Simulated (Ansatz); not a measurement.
# CH7AsOSi: one species, many methods

How much do the methods differ for CH7AsOSi? The plan is to run it at one geometry with functionals of several rungs and with coupled cluster. The yardstick is the atomisation energy at the CCSD(T) limit.

Method: functionals in def2-TZVPP, the program's frozen cores in correlated methods; program: Ansatz 0.2.0, Gaussian basis.

Plan: PBE-D4, r2SCAN-D4, PBE0-D4, B3LYP-D4, ωB97X-V, ωB97M-V, B2PLYP; CCSD(T)/def2-TZVPP; MP2/def2-QZVPP; extrapolation to the limit.

## 1. The relaxed structure

The geometry comes from an earlier relaxation with PBE0-D4 in a triple-zeta def2 set; it is a stationary point, not always the lowest conformer.

SMILES `OC([SiH3])[AsH2]`, 11 atoms, charge 0, spin multiplicity 1.

Atoms are counted from 1 here; the program's logs count them from 0.

Bond lengths: O1–C2 1.415 Å, O1–H5 0.962 Å, C2–Si3 1.885 Å, C2–As4 2.001 Å, C2–H6 1.100 Å, Si3–H7 1.485 Å, Si3–H8 1.486 Å, Si3–H9 1.488 Å, As4–H10 1.524 Å, As4–H11 1.523 Å. Angles: C2–O1–H5 109.2°, O1–C2–Si3 108.3°, O1–C2–As4 110.3°, O1–C2–H6 111.7°, Si3–C2–As4 112.5°, Si3–C2–H6 109.1°, As4–C2–H6 104.9°, C2–Si3–H7 109.4°, C2–Si3–H8 108.1°, C2–Si3–H9 111.1°, H7–Si3–H8 109.7°, H7–Si3–H9 109.4°, H8–Si3–H9 109.2°, C2–As4–H10 97.1°, C2–As4–H11 95.6°, H10–As4–H11 92.7°.

## 2. PBE-D4 (GGA)

The input, in.yaml:

```yaml
crystal:
  periodic: [false, false, false]
  atoms:
    - {symbol: O, position_ang: [-0.746263, 1.404318, -0.965928]}
    - {symbol: C, position_ang: [-0.585412, 0.393667, 0.011893]}
    - {symbol: Si, position_ang: [0.186070, -1.113866, -0.815501]}
    - {symbol: As, position_ang: [0.512905, 1.073647, 1.540168]}
    - {symbol: H, position_ang: [-1.158627, 2.173905, -0.561313]}
    - {symbol: H, position_ang: [-1.546858, 0.104838, 0.460405]}
    - {symbol: H, position_ang: [1.528868, -0.755203, -1.338131]}
    - {symbol: H, position_ang: [0.316439, -2.184539, 0.207158]}
    - {symbol: H, position_ang: [-0.664995, -1.605611, -1.932669]}
    - {symbol: H, position_ang: [1.868856, 0.622540, 1.011343]}
    - {symbol: H, position_ang: [0.354517, -0.170795, 2.403174]}
basis:
  gaussian: {orbitals: def2-TZVPP}
hamiltonian: {xc: pbe, dispersion: d4}
output: {forces: true, orbitals: {seedname: orbitals}}
```

On the command line:

```bash
> ansatz run in.yaml --threads 4 --pin off --events-out ev --progress --plain --max-ram 10444MiB
```

The runs that follow: r2SCAN-D4 (meta-GGA); PBE0-D4 (hybrid); B3LYP-D4 (hybrid); ωB97X-V (range-separated); ωB97M-V (range-separated); B2PLYP (double hybrid); CCSD(T) in def2-TZVPP; MP2 in def2-QZVPP.

**Question.** What will the summary of the whole plan be? Wanted: atomisation energy, CCSD(T)/CBS; farthest; mean size of error, hybrid; mean size of error, range-separated; gap, smallest and largest; T1 diagnostic; triples share of the correlation energy.

The runs gave:

```
                               quantity                                                   value
        atomisation energy, CCSD(T)/CBS                                               35.598 eV
    functionals within 0.356 eV (1.0 %)  PBE-D4, r2SCAN-D4, PBE0-D4, B3LYP-D4, ωB97X-V, ωB97M-V
                               farthest                                      B2PLYP (-0.567 eV)
             mean size of error, hybrid                                                0.175 eV
    mean size of error, range-separated                                                0.132 eV
              gap, smallest and largest                    5.01 eV (PBE-D4), 11.18 eV (ωB97X-V)
                          T1 diagnostic                                                  0.0117
triples share of the correlation energy                                                   3.6 %
```

PBE-D4 misses by +0.269 eV. Double hybrids carry the basis error of their MP2 part in triple zeta, and no dispersion term here, so their miss is partly the set-up's. The reference freezes the cores and leaves out relativity and excitations past (T), and its outer-core shells are covered unevenly, so misses under about 0.356 eV can't be ranked. Hartree-Fock recovers 70 % of the binding; the rest is correlation. The gap grows from 5.0 to 11.2 eV across the functionals, mostly with the share of exact exchange. Correlated methods include outer-core shells of As, which these sets cover unevenly.
